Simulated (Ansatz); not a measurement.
**LaC (rocksalt): how the settings move a single-point run**

How sensitive is a single-point run of LaC (rocksalt) to its settings? A reference run comes first, then five runs with altered input.

Computed with Ansatz 0.2.0 (reference: DFT r2SCAN, scalar-relativistic, plane waves, PAW, unless a step's input says otherwise).

2 further runs of the same task are left out: 1 that didn't finish, 1 set aside as unsound or not needed.

### 1 The starting structure

It takes space group Fm-3m (No. 225, cubic). Conventional cell: a = 5.444 Å, b = 5.444 Å, c = 5.444 Å, α = 90.00°, β = 90.00°, γ = 90.00°. La (site symmetry m-3m) has 6 C at 2.72 Å as nearest neighbours. Around C (site symmetry m-3m) lie 6 La at 2.72 Å.

Structure file:

```cif
data_structure
_symmetry_space_group_name_H-M 'Fm-3m'
_symmetry_Int_Tables_number 225
_cell_length_a 5.4441
_cell_length_b 5.4441
_cell_length_c 5.4441
_cell_angle_alpha 90.000
_cell_angle_beta 90.000
_cell_angle_gamma 90.000
_cell_volume 161.35
loop_
_atom_site_label
_atom_site_type_symbol
_atom_site_symmetry_multiplicity
_atom_site_Wyckoff_symbol
_atom_site_fract_x
_atom_site_fract_y
_atom_site_fract_z
_atom_site_occupancy
La1 La 4 b 0.50000 0.00000 0.00000 1
C1 C 4 a 0.00000 0.00000 0.00000 1
```

### 2 Baseline

input.yaml

```yaml
crystal:
  lattice:
    - [0.0, 2.7220337006, 2.7220337006]
    - [2.7220337006, 0.0, 2.7220337006]
    - [2.7220337006, 2.7220337006, 0.0]
  atoms:
    - { symbol: La, position: [0.5, 0.5, 0.5] }
    - { symbol: C, position: [0.0, 0.0, 0.0] }
basis:
  ecutwfc: 500
  ecutrho_ratio: 4
kpoints:
  mp_grid: { grid: [12, 12, 12] }
hamiltonian:
  xc: r2scan
scf:
  occupations: { method: gaussian, width: 0.05 }
output:
  forces: true
  stress: true
  eigenvalues: true
```

Command:

```sh
> ansatz run input.yaml --threads 2 --pin off --max-ram 2662MiB --backend cpu --events-out ev --progress --plain --runs-dir out
```

### 3 Changing settings: mp_grid.grid [15, 15, 15], hubbard.sites [{species: La, l: f, u_eff: 5.0}], hubbard.double_counting fll

input.yaml: that of step 2 with these lines changed.

```diff
@@ -12,5 +12,6 @@
 kpoints:
-  mp_grid: { grid: [12, 12, 12] }
+  mp_grid: { grid: [15, 15, 15] }
 hamiltonian:
   xc: r2scan
+  hubbard: { sites: [{ species: La, l: f, u_eff: 5.0 }], double_counting: fll }
 scf:
@@ -20,2 +21 @@
   stress: true
-  eigenvalues: true
```

### 4 Variant: hubbard.sites [{species: La, l: f, u_eff: 1.0}], hubbard.double_counting amf

input.yaml: that of step 2 with these lines changed.

```diff
@@ -15,2 +15,3 @@
   xc: r2scan
+  hubbard: { sites: [{ species: La, l: f, u_eff: 1.0 }], double_counting: amf }
 scf:
@@ -20,2 +21 @@
   stress: true
-  eigenvalues: true
```

### 5 Variant: preconditioner kerker_dos

input.yaml: that of step 2 with these lines changed.

```diff
@@ -17,2 +17,3 @@
   occupations: { method: gaussian, width: 0.05 }
+  mixing: { preconditioner: kerker_dos }
 output:
@@ -20,2 +21 @@
   stress: true
-  eigenvalues: true
```

### 6 Changing settings: occupations.method cold, occupations.width 0.2

input.yaml: that of step 2 with these lines changed.

```diff
@@ -16,3 +16,3 @@
 scf:
-  occupations: { method: gaussian, width: 0.05 }
+  occupations: { method: cold, width: 0.2 }
 output:
@@ -20,2 +20 @@
   stress: true
-  eigenvalues: true
```

### 7 Changed: same input

input.yaml: that of step 2 with these lines changed.

```diff
@@ -20,2 +20 @@
   stress: true
-  eigenvalues: true
```

Q: Predict the outcome of this session. Wanted: for each run, ending; energy change; pressure; gap; force.

As calculated:

```tsv
run	ending	energy change	pressure (GPa)	gap (eV)	force (eV/Å)	cycles	time
reference	converged	0	0.0	0.00	0.00	8	2.4 s
1: mp_grid.grid [15, 15, 15], hubbard.sites [{species: La, l: f, u_eff: 5.0}], hubbard.double_counting fll	converged	+149.7 meV/atom (U changed: no physical gain or loss)	2.2	0.00	0.00	8	5 s
2: hubbard.sites [{species: La, l: f, u_eff: 1.0}], hubbard.double_counting amf	converged	-0.2 meV/atom (U changed: no physical gain or loss)	0.0	0.00	0.00	8	3.1 s
3: preconditioner kerker_dos	converged	0.0 meV/atom	0.0	0.00	0.00	8	2.3 s
4: occupations.method cold, occupations.width 0.2	converged	+1.0 meV/atom (σ→0)	-0.2	0.00	0.00	8	2.2 s
5: same input	converged	0.0 meV/atom	0.0	0.00	0.00	8	2.3 s
```

Residual by cycle in the longest SCF loop of each run; runs are numbered as in the table. The quantity is the density residual dr2, in eV.

```tsv
cycle	reference	run 1	run 2	run 3	run 4	run 5
1	0.0495	1.13	1.06	0.0495	0.0504	0.0495
2	0.0141	0.211	0.207	0.0317	0.0143	0.0141
3	8.9e-4	0.0266	0.028	0.00266	9.6e-4	8.9e-4
4	4.9e-4	9.8e-4	8.6e-4	4.8e-4	5.4e-4	4.9e-4
5	8.9e-5	1.0e-4	6.7e-5	6.4e-5	1.1e-4	8.9e-5
6	5.8e-6	5.5e-6	3.3e-6	3.3e-6	8.7e-6	5.8e-6
7	1.8e-7	5.2e-7	4.8e-7	2.2e-7	1.9e-7	1.8e-7
8	4.9e-10	3.6e-8	1.9e-8	4.2e-8	1.5e-9	4.9e-10
```

What this shows: A changed U is a change of model: its shifts are not errors of convergence. Of the variants the dearest is «mp_grid.grid [15, 15, 15], hubbard.sites [{species: La, l: f, u_eff: 5.0}], hubbard.double_counting fll» (5 s), the cheapest «occupations.method cold, occupations.width 0.2» (2.2 s), on a shared host.
